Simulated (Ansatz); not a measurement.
Predict the output of the script below (Ansatz 0.2.0, Python API).

Script `kconv.py`:
```python
# -*- coding: utf-8 -*-
"""k-point test for PbSe."""

from dataclasses import dataclass
import warnings

import ansatz as az
import matplotlib.pyplot as plt


@dataclass(frozen=True)
class RunConfig:
    tolerance: float = 1e-09
    filling: str = "fixed"
    xc: str = "pbe"


cfg = RunConfig()

warnings.simplefilter("ignore", az.DeckWarning)

crystal = (
    az.Lattice.fcc(6.1213)
    .space_group(225)
    .atom("Pb", [0.0, 0.0, 0.0])
    .atom("Se", [0.5, 0.0, 0.0])
    .primitive()
)

calculation = (
    crystal.calculation()
    .scf(tolerance=cfg.tolerance)
    .basis(35 * az.Ry)
    .pseudopotentials("paw")
    .occupations(cfg.filling)
    .functional(cfg.xc)
    .stress()
)

rows = []
for value in [(2, 2, 2), (4, 4, 4), (6, 6, 6), (8, 8, 8)]:
    rep = calculation.kpoints(*value).run().report
    rows.append((value, rep["free_energy_ev"] / len(rep["lattice"]["sites"]), rep["n_iterations"], sum(rep["stress_gpa"][i][i] for i in range(3)) / 3, rep["n_kpoints"]))

print("        mesh   F/atom (eV)    iterations       P (GPa)      k-points")
for row in rows:
    print(f"{str(row[0]):>12s}  {row[1]:12.5f}  {row[2]:12d}  {row[3]:12.3f}  {row[4]:12d}")

# differences from the last row
for row in rows[:-1]:
    shift = 1000 * (row[1] - rows[-1][1])
    print(f"{row[0]}: {shift:+.2f} meV/atom" + ("  (within 1 meV)" if abs(shift) < 1 else ""))
plt.figure(figsize=(4.5, 3))
plt.plot([str(row[0]) for row in rows], [1000 * (row[1] - rows[-1][1]) for row in rows], "o-")
plt.xlabel("mesh")
plt.ylabel("F - F(last) (meV/atom)")
plt.tight_layout()
plt.savefig("kconv.png", dpi=100)
```

```console
$ python kconv.py
        mesh   F/atom (eV)    iterations       P (GPa)      k-points
   (2, 2, 2)   -8687.53058             7        10.568             3
   (4, 4, 4)   -8688.29694             9         2.440             8
   (6, 6, 6)   -8688.30341             7         2.386            16
   (8, 8, 8)   -8688.30195             9         2.425            29
(2, 2, 2): +771.37 meV/atom
(4, 4, 4): +5.01 meV/atom
(6, 6, 6): -1.46 meV/atom
```

Notes:
- The program warned that this SCF threshold is loose for forces or stresses.
- Pressure is positive in compression.
- Spin-orbit coupling, which matters for elements this heavy, is left out.
- The structure is a deposited one; some such entries were measured under pressure or heat, so a shift against it needn't be the functional's error alone.
- Shifts are counted from the finest mesh, which is itself no proven limit.
- The script silences the warnings on its input, which a real study should read.
- The whole script took 6.2 s on 1 thread of Intel(R) Xeon(R) Processor @ 2.30GHz (shared host), peak memory 0.57 GiB.
